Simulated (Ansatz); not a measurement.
# MoSe (Pm-3m) in Ansatz: convergence with scf convergence dr2 threshold

Aim: find how far scf convergence dr2 threshold must go before the results for MoSe settle, at HSE06. This setting moves, with any that are tied to it; all else stays.

Program: Ansatz 0.2.0. These are calculated values, not measurements. Logs are shortened: lines on timing, memory, paths and dates and some standing lists are left out, and cuts for length are marked.

## 1. The structure

The structure is cubic, space group Pm-3m (No. 221). Conventional cell: a = 3.500 Å, b = 3.500 Å, c = 3.500 Å, α = 90.00°, β = 90.00°, γ = 90.00°. Around Mo (site symmetry m-3m) lie 8 Se at 3.03 Å. Se (site symmetry m-3m) is surrounded by 8 Mo at 3.03 Å.

The cell was built by a generator and needn't be a form met in nature.

## 2. With scf convergence dr2 threshold 0.01

input.yaml reads:

```yaml
crystal:
  lattice:
    - [3.50022959, 0.0, 0.0]
    - [0.0, 3.50022959, 0.0]
    - [0.0, 0.0, 3.50022959]
  atoms:
    - { symbol: Mo, position: [0.0, 0.0, 0.0] }
    - { symbol: Se, position: [0.5, 0.5, 0.5] }
hamiltonian:
  xc: hse06
  pseudopotentials: { kind: paw }
kpoints:
  mp_grid: { grid: [4, 4, 4] }
scf:
  occupations: { method: methfessel_paxton, width: 0.05 }
  convergence: { dr2_threshold: 0.01 }
output:
  forces: true
  stress: true
  eigenvalues: true
```

Potentials or basis: Ansatz PAW.

Launch:

```
$ ansatz run input.yaml --threads 2 --pin off --max-ram 5632MiB --backend cpu --events-out ev --progress --plain --runs-dir out
```

Wall time 10 s (2 threads of Arm Neoverse V1, shared host); peak memory 0.7 GiB.

Results:

- Free energy: -10426.2719 eV
- Pressure: -32.0 GPa
- Band gap on the k mesh: none (metal or under the smearing width)

## 3. With scf convergence dr2 threshold 0.001

Edit input.yaml of step 2 so:

```diff
@@ -15,3 +15,3 @@
   occupations: { method: methfessel_paxton, width: 0.05 }
-  convergence: { dr2_threshold: 0.01 }
+  convergence: { dr2_threshold: 0.001 }
 output:
```

Potentials or basis: Ansatz PAW.

Launch:

```
$ ansatz run input.yaml --threads 2 --pin off --max-ram 5632MiB --backend cpu --events-out ev --progress --plain --runs-dir out
```

It took 10 s on 2 threads of Arm Neoverse V1, shared host; peak memory 0.71 GiB.

What came out:

```
Free energy            : -10426.2719 eV
Pressure               : -32.0 GPa
Band gap on the k mesh : none (metal or under the smearing width)
```

## 4. With scf convergence dr2 threshold 0.0001

Edit input.yaml of step 3 so:

```diff
@@ -15,3 +15,3 @@
   occupations: { method: methfessel_paxton, width: 0.05 }
-  convergence: { dr2_threshold: 0.001 }
+  convergence: { dr2_threshold: 0.0001 }
 output:
```

Launch:

```
$ ansatz run input.yaml --threads 2 --pin off --max-ram 5632MiB --backend cpu --events-out ev --progress --plain --runs-dir out
```

It took 10 s on 2 threads of Arm Neoverse V1, shared host; peak memory 0.7 GiB.

Results:

| Item | Value |
| --- | --- |
| Free energy | -10426.2719 eV |
| Pressure | -32.0 GPa |
| Band gap on the k mesh | none (metal or under the smearing width) |

## 5. With scf convergence dr2 threshold 1e-05

Edit input.yaml of step 4 so:

```diff
@@ -15,3 +15,3 @@
   occupations: { method: methfessel_paxton, width: 0.05 }
-  convergence: { dr2_threshold: 0.0001 }
+  convergence: { dr2_threshold: 1.0e-05 }
 output:
```

Launch:

```
$ ansatz run input.yaml --threads 2 --pin off --max-ram 5632MiB --backend cpu --events-out ev --progress --plain --runs-dir out
```

Run time: 10 s. Hardware: 2 threads of Arm Neoverse V1, shared host; peak memory 0.71 GiB.

Results:

- Free energy: -10426.2719 eV
- Pressure: -32.0 GPa
- Band gap on the k mesh: none (metal or under the smearing width)

## 6. With scf convergence dr2 threshold 1e-06

Edit input.yaml of step 5 so:

```diff
@@ -15,3 +15,3 @@
   occupations: { method: methfessel_paxton, width: 0.05 }
-  convergence: { dr2_threshold: 1.0e-05 }
+  convergence: { dr2_threshold: 1.0e-06 }
 output:
```

Potentials or basis: Ansatz PAW.

Launch:

```
$ ansatz run input.yaml --threads 2 --pin off --max-ram 5632MiB --backend cpu --events-out ev --progress --plain --runs-dir out
```

It took 10 s on 2 threads of Arm Neoverse V1, shared host; peak memory 0.7 GiB.

The run converged. Its results:

```yaml
Free_energy: -10426.2719 eV
Pressure: -32.0 GPa
Band_gap_on_the_k_mesh: none (metal or under the smearing width)
```

## 7. With scf convergence dr2 threshold 1e-07

Edit input.yaml of step 6 so:

```diff
@@ -15,3 +15,3 @@
   occupations: { method: methfessel_paxton, width: 0.05 }
-  convergence: { dr2_threshold: 1.0e-06 }
+  convergence: { dr2_threshold: 1.0e-07 }
 output:
```

Launch:

```
$ ansatz run input.yaml --threads 2 --pin off --max-ram 5632MiB --backend cpu --events-out ev --progress --plain --runs-dir out
```

Wall time 10 s (2 threads of Arm Neoverse V1, shared host); peak memory 0.7 GiB.

The run converged. Its results:

* Free energy: -10426.2719 eV
* Pressure: -32.0 GPa
* Band gap on the k mesh: none (metal or under the smearing width)

## 8. With scf convergence dr2 threshold 1e-09

Edit input.yaml of step 7 so:

```diff
@@ -15,3 +15,3 @@
   occupations: { method: methfessel_paxton, width: 0.05 }
-  convergence: { dr2_threshold: 1.0e-07 }
+  convergence: { dr2_threshold: 1.0e-09 }
 output:
```

Launch:

```
$ ansatz run input.yaml --threads 2 --pin off --max-ram 5632MiB --backend cpu --events-out ev --progress --plain --runs-dir out
```

Wall time 10 s (2 threads of Arm Neoverse V1, shared host); peak memory 0.71 GiB.

It converged, with:

- Free energy: -10426.2719 eV
- Pressure: -32.0 GPa
- Band gap on the k mesh: none (metal or under the smearing width)

## 9. With scf convergence dr2 threshold 1e-11

Edit input.yaml of step 8 so:

```diff
@@ -15,3 +15,3 @@
   occupations: { method: methfessel_paxton, width: 0.05 }
-  convergence: { dr2_threshold: 1.0e-09 }
+  convergence: { dr2_threshold: 1.0e-11 }
 output:
```

Potentials or basis: Ansatz PAW.

Launch:

```
$ ansatz run input.yaml --threads 2 --pin off --max-ram 5632MiB --backend cpu --events-out ev --progress --plain --runs-dir out
```

Output:

```text
Warning: output.stress: scf.exx.energy_threshold = 1e-6 eV is looser than the 2e-8 eV advised for a stress under a hybrid functional (1e-8 eV for each atom of the cell: 2). Every SCF of the exchange loop can meet its threshold on dr2 while the loop round them stops early: no threshold on dr2 bounds what that leaves in the stress. Set scf.exx.energy_threshold to 2e-8 eV or tighter. The threshold is the loop's pass mark: a loop that does not reach it within its budget of cycles ends unconverged, and scf.exx.energy_threshold's page has the law
Warning: RAYON_NUM_THREADS=2 ignored (pool sized by the plan → 2); use --threads N
Engine: ansatz 0.2.0, aarch64-unknown-linux-gnu
Pseudopotentials: kind: paw
Pseudopotential: Mo, paw, valence charge 14, recommended cutoff 420 eV (normal), Mo.paw.azcp
Pseudopotential: Se, paw, valence charge 16, recommended cutoff 420 eV (normal), Se.paw.azcp
Functional definition: HSE06
  parameter a = 0.25
  parameter omega = 0.11/bohr
  exchange = pbe_x - a*pbe_x_sr(omega) + a*exact_x_sr(omega)
  correlation = pbe_c
Crystal: 2 atoms, lattice volume = 42.883 Å³
Basis set: ecut = 420 eV, 847 PW (Γ), exchange–correlation on 48×48×48 points (8 copies of the dense FFT grid, shifted against one another)
Bands: 19, of which v1, the nominal top of the filled ones, is band 15 counted from 1 (14 counted from 0)
Symmetry: 48 space group operations
Space group: Pm-3m (ITA 221), of the structure as read, at distance tolerance 3.5e-5 Å
k-points: 10 of 64
Non-local potential: Mo, projectors of the file, l = 0: 3, l = 1: 2, l = 2: 2, l = 3: 1
Non-local potential: Se, projectors of the file, l = 0: 2, l = 1: 2, l = 2: 3, l = 3: 1
PAW form: soft (Blöchl's): semilocal exchange-correlation on the pseudo side does not see the compensation charge
PAW frozen core: Mo, regenerated for the run's functional, and the local potential with it (the file was generated under x = pbe(κ = 0.804, μ = 0.2195149727645171), c = pbe(β = 0.06672455060314922))
PAW frozen core: Se, regenerated for the run's functional, and the local potential with it (the file was generated under x = pbe(κ = 0.804, μ = 0.2195149727645171), c = pbe(β = 0.06672455060314922))
PAW one-centre angular grid: Mo, 590 points (default); XC on 64 Gauss nodes
PAW one-centre angular grid: Se, 590 points (default); XC on 64 Gauss nodes
Initial density: superposition of atomic densities (neutral atoms: chi_scale 0, normalization atom), corrected by the library's trained network
Initial wavefunctions: pseudopotential atomic-orbital guess
Functional: x = pbe(κ = 0.804, μ = 0.2195149727645171), c = pbe(β = 0.06672455060314922), warm-up for x = pbe(κ = 0.804, μ = 0.2195149727645171) + 0.25 (exact − pbe) at short range (hse, ω = 0.20786987370883472 Å⁻¹), c = pbe(β = 0.06672455060314922); HSE06 as pw.x's `hse` composes it (authors' and Libxc's form: `xc: wpbeh`)
SCF iter   1: F=—  HF=-10423.566408 eV  |F-HF|=—  |Δ(HF+E_count)|=         —  Δρ=6.73e-3  dr2=6.49e-3  ethr=1.77e-3  ⟨swp⟩=5.4  Hψ=682  notcnv=0
preconditioner: auto → none  [insulator: Δε(μ)=0.044 eV  Ē_g=6.275 eV  σ=0.050 eV  W_gap=0.56  n_scr=18 (ndim 8)  ℏωp=19.6 eV  f_vac=0.000  D(μ)=8.13/eV (n_scr^D=146)]
SCF iter   2: F=—  HF=-10423.566575 eV  |F-HF|=—  |Δ(HF+E_count)|=   1.67e-4  S|Δr|=    0.00e0  Δρ=3.38e-3  dr2=1.35e-3  ethr=2.16e-5  ⟨swp⟩=2.9  Hψ=380  notcnv=0
iter 3 solved again at ethr=9.01e-8 eV; its pass at ethr=4.51e-6 eV (dr2=2.70e-5 eV) is discarded
SCF iter   3: F=—  HF=-10423.566886 eV  |F-HF|=—  |Δ(HF+E_count)|=   3.11e-4  S|Δr|=    0.00e0  Δρ=4.44e-4  dr2=2.81e-5  ethr=9.01e-8  ⟨swp⟩=4.0  Hψ=823  notcnv=0
SCF iter   4: F=—  HF=-10423.566882 eV  |F-HF|=—  |Δ(HF+E_count)|=   3.90e-6  S|Δr|=    0.00e0  Δρ=5.79e-5  dr2=1.53e-6  ethr=9.01e-8  ⟨swp⟩=3.0  Hψ=450  notcnv=0
[... 34 lines left out ...]
SCF iter   8: F=—  HF=-10426.271899 eV  |F-HF|=—  |Δ(HF+E_count)|=  9.35e-10  S|Δr|=    0.00e0  Δρ=1.27e-7  dr2=1.68e-10  ethr=1.00e-12  ⟨swp⟩=3.2  Hψ=441  notcnv=0
Mixer restart at iter 8: flushing history
SCF iter   9: F=—  HF=-10426.271899 eV  |F-HF|=—  |Δ(HF+E_count)|=   1.30e-9  S|Δr|=    0.00e0  Δρ=4.61e-7  dr2=1.07e-10  ethr=1.00e-12  ⟨swp⟩=3.7  Hψ=403  notcnv=0
SCF iter  10: F=—  HF=-10426.271899 eV  |F-HF|=—  |Δ(HF+E_count)|=  4.18e-11  S|Δr|=    0.00e0  Δρ=3.88e-7  dr2=1.09e-10  ethr=1.00e-12  ⟨swp⟩=3.0  Hψ=402  notcnv=0
SCF iter  11: F=—  HF=-10426.271899 eV  |F-HF|=—  |Δ(HF+E_count)|=  7.28e-12  S|Δr|=    0.00e0  Δρ=2.49e-7  dr2=6.00e-11  ethr=1.00e-12  ⟨swp⟩=2.9  Hψ=360  notcnv=0
SCF iter  12: F=—  HF=-10426.271899 eV  |F-HF|=—  |Δ(HF+E_count)|=  1.27e-11  S|Δr|=    0.00e0  Δρ=1.08e-7  dr2=1.05e-11  ethr=1.00e-12  ⟨swp⟩=2.0  Hψ=340  notcnv=0
SCF iter  13: F=-10426.271899 eV  HF=-10426.271899 eV  |F-HF|=3.64e-12  |Δ(HF+E_count)|=  1.82e-12  S|Δr|=    0.00e0  Δρ=1.60e-8  dr2=1.85e-13  ethr=1.00e-12  ⟨swp⟩=2.0  Hψ=339  notcnv=0
SCF 3 converged in 13 iterations: F = -10426.271899 eV  dr2 = 1.85e-13
  Residual-converged pass: ⟨swp⟩=3.7  Hψ=494  notcnv=0  max |occ|·‖R‖ = 9.7e-9 eV (tolerance 1.0e-8 eV)  dr2=1.67e-13  dr2_onsite=6.11e-15  max |Δocc| = 4.6e-13
hybrid outer 2: dexx = +1.012e-6 eV, tail = 1.44e-8 eV, Δε = 2.20e-3 eV (about 7.26e-5 eV left of the loop's levels)
hybrid SCF converged: 2 outer / 22 inner (+8 warm-up), last move |dexx| = 1.01e-6 eV, tail = 1.44e-8 eV
Stability not checked: this state was not tested for a lower state beside it, because the functional holds exact exchange (a hybrid, or Hartree-Fock), whose exchange loop this test does not read (fock_operator; see scf.lower_state_search)
Free energy (F): -10426.271899 eV
Frozen-core exchange: fock
Harris-Foulkes:  -10426.271899 eV  (|F-HF|=3.64e-12)
Internal energy: -10426.270068 eV  (E = F + TS)
E sigma→0 (E₀):  -10426.271441 eV
Entropy (-TS):   -0.001830 eV (-0.915 meV/atom)
Fermi energy:    12.739290 eV
--- Per-component energies (eV) ---
  E_band       = -568.549077
  E_kinetic    = 546.186146
  E_local      = -3149.215283  (includes V_loc(G=0)·N_el)
  E_nonlocal   = -451.058447
  E_hartree    = 1402.562865
  E_xc         = -225.942293
  E_vxc        = -254.312255  (∫ρ·V_xc dr)
  E_exx        = -108.284941  (= α·E_x^exact, valence–valence)
  E_paw        = -5062.047555  (= ΣΔE_a)
  E_vpaw       = 151.295083  (= ΣTr[D̂ρ^β])
  E_aug_tail   = -0.000550  (compensation charges beyond the density's cutoff)
  E_ewald      = -3376.959786
  E_core_change = -1.510224  (= ΣΔE_core)
  E_smearing   = -0.001830  (= −TS)
  E_closure    = 0.000000  (closes the sum)
  Σ components = -10426.271899   (vs F -10426.271899, Δ=0.00e0)
--- Forces (eV/Å), atoms counted from 1 ---
  atom   1  Mo    -0.00000000     0.00000000     0.00000000
  atom   2  Se    -0.00000000     0.00000000     0.00000000
  max |Σ_I F_I| component: 1.35e-29 eV/Å
--- Stress (GPa, compression-positive) ---
      -31.984563       0.000000       0.000000
       -0.000000     -31.984563       0.000000
        0.000000       0.000000     -31.984563
  P = ⅓ Tr σ = -31.9846 GPa (-319.846 kbar)
--- Band table (eV; the first three rows and the last of 10) ---
  k-point 0: bands = ["-52.8563", "-40.1254", "-40.1254", "-40.1250", "-40.1250", "-40.1250", "-25.4270", "-25.4270", "-25.4270", "-3.3711", "10.0001", "10.0001", "10.6651", "10.6651", "10.6651", "13.3222", "13.3222", "13.3222", "13.8883"]
  k-point 1: bands = ["-52.8532", "-40.1254", "-40.1252", "-40.1252", "-40.1250", "-40.1246", "-25.4817", "-25.4222", "-25.4222", "-2.9174", "7.0844", "9.9767", "9.9767", "10.2436", "12.0327", "13.3985", "14.4346", "14.4346", "16.1918"]
  k-point 2: bands = ["-52.8502", "-40.1254", "-40.1254", "-40.1254", "-40.1250", "-40.1238", "-25.5375", "-25.4177", "-25.4177", "-2.3549", "5.2104", "9.4861", "9.4861", "10.5185", "13.4859", "13.9388", "15.6497", "15.6497", "17.1609"]
  k-point 9: bands = ["-52.8371", "-40.1259", "-40.1259", "-40.1259", "-40.1229", "-40.1229", "-25.5224", "-25.5224", "-25.5224", "-1.0465", "6.5425", "6.5425", "6.5425", "14.1745", "14.1745", "15.6290", "15.6290", "15.6290", "15.9447"]
```

It took 11 s on 2 threads of Arm Neoverse V1, shared host; peak memory 0.71 GiB.

What came out:

```
Free energy            : -10426.2719 eV
Pressure               : -32.0 GPa
Band gap on the k mesh : none (metal or under the smearing width)
```

## 10. The series at a glance

| scf convergence dr2 threshold | energy less the tightest run, at zero smearing (meV/atom) | SCF cycles | CPU time (s) | peak memory (GiB) |
| --- | --- | --- | --- | --- |
| 0.01 | 0.00 | 22 | 19 | 0.7 |
| 0.001 | 0.00 | 22 | 19 | 0.71 |
| 0.0001 | 0.00 | 22 | 19 | 0.7 |
| 1e-05 | 0.00 | 25 | 19 | 0.71 |
| 1e-06 | 0.00 | 22 | 19 | 0.7 |
| 1e-07 | 0.00 | 21 | 19 | 0.7 |
| 1e-09 | 0.00 | 23 | 19 | 0.71 |
| 1e-11 | 0.00 | 30 | 20 | 0.71 |

Against the tightest run, the energy stays within 1 meV/atom from 0.01 on. The tightest run that finished is the yardstick and may itself not be fully converged.

Caveats: all runs use coarse meshes; a pressure of tens of GPa on the cell as given is suspect, and the run, the potentials or the cell itself is likely at fault; the PAW data sets come from PBE, with cores solved anew for the run's functional, which leaves a small shift of forces and pressure; the thresholds are loose for stress.
